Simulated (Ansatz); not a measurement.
# F2I2Zr: the cost of one run

The runs use Ansatz 0.2.0, Gaussian basis; the settings change from run to run.

**1. The relaxed structure**

The structure was relaxed beforehand with PBE0-D4 in a triple-zeta def2 set. Zr, I take a core potential in def2 sets; no spin-orbit term is included.

5 atoms, charge 0, spin multiplicity 1.

Atoms are counted from 1 here; the program's logs count them from 0.

Bond lengths: F1–Zr2 1.878 Å, Zr2–F3 1.878 Å, Zr2–I4 2.698 Å, Zr2–I5 2.698 Å. Angles: F1–Zr2–F3 108.7°, F1–Zr2–I4 109.5°, F1–Zr2–I5 109.5°, F3–Zr2–I4 109.5°, F3–Zr2–I5 109.5°, I4–Zr2–I5 109.9°.

**2. wB97X/def2-SVPD**

Options: atoms shaken by 0.15 Å, the search for lower states set to full.

The input, in.yaml:

```yaml
crystal:
  periodic: [false, false, false]
  atoms:
    - {symbol: F, position_ang: [-0.014005, -0.496579, 1.987171]}
    - {symbol: Zr, position_ang: [0.318258, 0.008945, 0.168981]}
    - {symbol: F, position_ang: [1.379037, -1.153284, -1.091768]}
    - {symbol: I, position_ang: [-2.381759, -0.704824, -0.772941]}
    - {symbol: I, position_ang: [1.137661, 2.763503, -0.395628]}
basis:
  gaussian: {orbitals: def2-SVPD}
hamiltonian: {xc: {name: wB97X}}
scf: {lower_state_search: full}
```

Run with:

```console
$ ansatz run in.yaml --threads 4 --pin off --events-out ev --progress --plain --max-ram 10444MiB
```

**Question.** How long does this run take on 4 threads of Intel Xeon 6975P-C, shared host, and how much memory does it need?

About 8 s, with a peak of 0.68 GiB.
